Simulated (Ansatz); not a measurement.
This script drives the Ansatz DFT code, driven from Python.

Input file `POSCAR_liy3`:
```text
LiY3
1.0
   4.91970700    0.00000000    0.00000000
   0.00000000    4.91970700    0.00000000
   0.00000000    0.00000000    4.91970700
Li Y
1 3
Direct
   0.00000000    0.00000000    0.00000000
   0.50000000    0.50000000    0.00000000
   0.50000000    0.00000000    0.50000000
   0.00000000    0.50000000    0.50000000
```

The script, `slab_liy3.py`:
```python
"""Cutting and solving a surface of LiY3."""

import logging
import sys

import ansatz
from ase.build import surface
from ase.io import read
import numpy as np

logging.basicConfig(stream=sys.stdout, format="%(levelname)s:%(name)s:%(message)s")
log = logging.getLogger("run")
log.setLevel(logging.INFO)

atoms = read("POSCAR_liy3", format="vasp")
# Miller indices count the vectors of the cell as typed
slab = surface(atoms, (1, 0, 1), 3, vacuum=6.0)
slab.pbc = (True, True, False)

print(slab.get_chemical_formula(), "area {:.3f} A^2, cell height {:.2f} A".format(np.linalg.norm(np.cross(slab.cell[0], slab.cell[1])), slab.cell[2, 2]))


def settings(structure):
    return (
        ansatz.Crystal.from_ase(structure).calculation()
        .basis(14 * ansatz.Ha)
        .eigensolver("auto")
        .functional("PBE")
        .occupations("Gaussian")
        .scf(tolerance=1e-08, extra_bands=8)
        .accuracy("low")
    )


base = settings(slab).kpoints(3, 4, 1).potential().forces()
done = base.run(threads=1)
rep = done.report

log.info(f"slab free energy {rep['free_energy_ev']:.4f} eV, Fermi level {rep['fermi_energy_ev']:.3f} eV")

log.info("z (A) and force along z (eV/A)")
for site, force in sorted(zip(done.lattice.sites, rep["forces_ev_ang"]), key=lambda pair: pair[0].position_ang[2]):
    log.info(f"{site.symbol:3s} {site.position_ang[2]:8.3f} {force[2]:9.4f}")
```

It is started by `python slab_liy3.py`. Estimate its wall time and peak memory on 1 thread of Intel(R) Xeon(R) 6975P-C (Granite Rapids), with other jobs on the host.

It took about 32 s, with a peak of 1.3 GiB, for 1 run of the engine.

Running `python slab_liy3.py` prints:
```text
Li3Y9 area 34.229 A^2, cell height 20.70 A
DeckWarning: crystal.periodic: the lattice vector that does not repeat stood 0.000° off the slab's normal, 20.697 Å along it as the deck builds it. The run solves the slab on a vector along the normal, 41.194 Å long, with every atom where it was (on the deck's vector they left 12.00 Å outside them, and the widest [...]
DeckWarning: basis.ecutwfc = 380.959407443832 eV is below the records' recommended 420 eV, and the density's cutoff is lower with it unless basis.ecutrho_ratio is high enough to keep the records' density cutoff: compare with a run at a higher cutoff
INFO:run:slab free energy -35245.8167 eV, Fermi level -2.990 eV
INFO:run:z (A) and force along z (eV/A)
INFO:run:Li     6.000    0.1306
INFO:run:Y      6.000    0.0607
INFO:run:Y      7.739   -0.0068
INFO:run:Y      7.739   -0.0068
INFO:run:Li     9.479   -0.0534
INFO:run:Y      9.479   -0.2767
INFO:run:Y     11.218    0.1707
INFO:run:Y     11.218    0.1707
INFO:run:Li    12.958    0.0807
INFO:run:Y     12.958   -0.0791
INFO:run:Y     14.697   -0.0954
INFO:run:Y     14.697   -0.0954
```
(Warnings from the package without file and line, shortened.)

Reading the output:
- These settings explore the input space; cutoff and mesh may be short of convergence.
- The cutoff lies under the one recommended for these potentials.
- Spin is left out of this run.
- An absolute Fermi energy rests on an arbitrary zero of the periodic potential and has no direct meaning.
- The structure comes from a database of computed cells and needn't be a stable or known phase.
- The slab is thin and cut from the structure as given; a cut can leave two unlike or polar faces, and the surface energy is then their mean. Miller indices refer to the vectors of the cell as typed, and the lattice isn't relaxed for this functional, so relaxation and surface energy can hold strain.
